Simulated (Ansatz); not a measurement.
**CH6BNS: basis-set convergence**

One table from this session's results is given with a row withheld; the runs are named, their logs left out.

Computed with Ansatz 0.2.0, Gaussian basis. Level: one geometry, several basis sets.

Levels to be run: PBE0-D4/def2-SVP; ωB97M-V/def2-SVP; PBE0-D4/def2-QZVPP; ωB97M-V/def2-QZVPP; the functionals' def2-TZVPP values are taken from earlier runs.

**The relaxed structure**

The geometry comes from an earlier relaxation with PBE0-D4 in a triple-zeta def2 set; it is a stationary point, not always the lowest conformer.

SMILES `CNBS`, 10 atoms, charge 0, spin multiplicity 1.

Atoms are counted from 1 here; the program's logs count them from 0.

Bond lengths: C1–N2 1.444 Å, C1–H5 1.095 Å, C1–H6 1.095 Å, C1–H7 1.090 Å, N2–B3 1.389 Å, N2–H8 1.009 Å, B3–S4 1.820 Å, B3–H9 1.195 Å, S4–H10 1.339 Å. Angles: N2–C1–H5 111.6°, N2–C1–H6 111.6°, N2–C1–H7 109.1°, H5–C1–H6 108.1°, H5–C1–H7 108.1°, H6–C1–H7 108.1°, C1–N2–B3 125.8°, C1–N2–H8 114.1°, B3–N2–H8 120.1°, N2–B3–S4 119.9°, N2–B3–H9 119.9°, S4–B3–H9 120.2°, B3–S4–H10 96.2°.

Set-up of the first run:

Input file in.yaml:

```yaml
crystal:
  periodic: [false, false, false]
  atoms:
    - {symbol: C, position_ang: [-1.419795, 0.603243, -0.178227]}
    - {symbol: N, position_ang: [-0.345961, -0.358312, -0.260453]}
    - {symbol: B, position_ang: [0.946050, -0.176293, 0.215673]}
    - {symbol: S, position_ang: [2.178222, -1.501657, 0.025410]}
    - {symbol: H, position_ang: [-1.782489, 0.888862, -1.170669]}
    - {symbol: H, position_ang: [-2.266936, 0.213798, 0.395113]}
    - {symbol: H, position_ang: [-1.056467, 1.501080, 0.321265]}
    - {symbol: H, position_ang: [-0.601167, -1.223679, -0.711127]}
    - {symbol: H, position_ang: [1.244805, 0.850191, 0.748873]}
    - {symbol: H, position_ang: [3.186738, -0.848432, 0.617042]}
basis:
  gaussian: {orbitals: def2-SVP}
hamiltonian: {xc: pbe0, dispersion: d4}
output: {orbitals: {seedname: orbitals}}
```

Launch:

```bash
$ ansatz run in.yaml --threads 2 --pin off --events-out ev --progress --plain --max-ram 4352MiB
```

Among the steps run: PBE0-D4 in def2-SVP; ωB97M-V in def2-SVP; PBE0-D4 in def2-QZVPP; ωB97M-V in def2-QZVPP.

One of the session's tables, all rows but one given; the rest of the session is left out.

It belongs to the step «Density functionals: the series». 

```
functional       basis  HOMO (eV)  LUMO (eV)
   PBE0-D4    def2-SVP      -6.73       0.87
   PBE0-D4  def2-TZVPP      -6.90       0.49
   PBE0-D4  def2-QZVPP      -6.93       0.36
   ωB97M-V    def2-SVP      -8.89       2.92
   ωB97M-V  def2-TZVPP      -9.08       2.21
   ωB97M-V  def2-QZVPP          ?          ?
```

Estimate the missing values for ωB97M-V, def2-QZVPP.

As computed: HOMO (eV): -9.12; LUMO (eV): 1.61. In the column «HOMO (eV)» it is the lowest.
